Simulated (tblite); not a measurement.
# FH8N2Si3: the cost of one run

Programs: tblite 0.8.0 and PySCF 2.14.0. All values are calculated, for the isolated system unless a continuum is named. Atoms count from 0, parts from 1.

## (1) Starting point

14 atoms, charge 0, multiplicity 2; geometry: distance geometry start.

## (2) Geometry optimisation with GFN2-xTB

What the job is given:

```
{"job": {"kind": "relax", "xc": "GFN2-xTB", "basis": "xTB"}, "charge": 0, "multiplicity": 2}
Si     1.459261     1.636070     1.627563
N     -0.037164     0.662856     1.875856
Si    -0.759173    -0.109934     0.389583
N      1.537191     2.596440     0.087352
Si     1.768730     1.634630    -1.433612
F      2.913776     0.936542     2.146161
H     -0.054590     0.082161     2.737696
H     -1.296592     0.909199    -0.444978
H      0.266267    -0.789935    -0.332861
H     -1.755205    -1.011125     0.750429
H      2.048680     3.477770     0.123043
H      0.576568     1.019963    -1.794487
H      2.212085     2.502359    -2.468936
H      2.789260     0.650309    -1.211767
```

Method: GFN2-xTB geometry optimisation, gas phase.

Started as:

```console
$ OMP_NUM_THREADS=1 python cluster_run.py task.json out
```

This one command runs all jobs of the session in turn.

Q: Estimate the wall time of this first job on 1 thread of Arm Neoverse V2, shared host.

About 5.3 s.
